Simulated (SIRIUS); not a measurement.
The system is TiSn.

```
Ti Sn
1.0
     0.00000    2.80055    2.80055
     2.80055    0.00000    2.80055
     2.80055    2.80055    0.00000
Ti Sn
1 1
Direct
  0.00000 0.00000 0.00000
  0.50000 0.50000 0.50000
```

The cell was built by a generator and needn't be a form met in nature.

Base run:

| Property | Result |
| --- | --- |
| Program | SIRIUS 7.10.0 |
| Functional | LDA |
| Potentials or basis | PseudoDojo 0.4.1 PBE standard (scalar relativistic) |
| Cutoff | 1152 eV |
| Density cutoff | 4606 eV |
| k mesh | 8 × 8 × 8 |
| Occupations | fermi-dirac, width 0.05 eV |
| Spin | no spin polarisation |

Its results: band gap on the k mesh none (metal or under the smearing width); pressure -6.1 GPa.

Question: After a change of settings the same cell gave: band gap on the k mesh none (metal or under the smearing width); pressure 4.2 GPa. Which change was it?
A. functional from LDA to B86bPBE; libxc names from ["XC_LDA_X", "XC_LDA_C_PW"] to ["XC_GGA_X_B86_MGC", "XC_GGA_C_PBE"]
B. functional from LDA to BLYP; libxc names from ["XC_LDA_X", "XC_LDA_C_PW"] to ["XC_GGA_X_B88", "XC_GGA_C_LYP"]
C. functional from LDA to RPBE; libxc names from ["XC_LDA_X", "XC_LDA_C_PW"] to ["XC_GGA_X_RPBE", "XC_GGA_C_PBE"]
D. functional from LDA to PW91; libxc names from ["XC_LDA_X", "XC_LDA_C_PW"] to ["XC_GGA_X_PW91", "XC_GGA_C_PW91"]

Answer: B.

Caveats: the potentials were made for another functional, which shifts forces and pressure.

Runs at the PBE level aren't shown here.
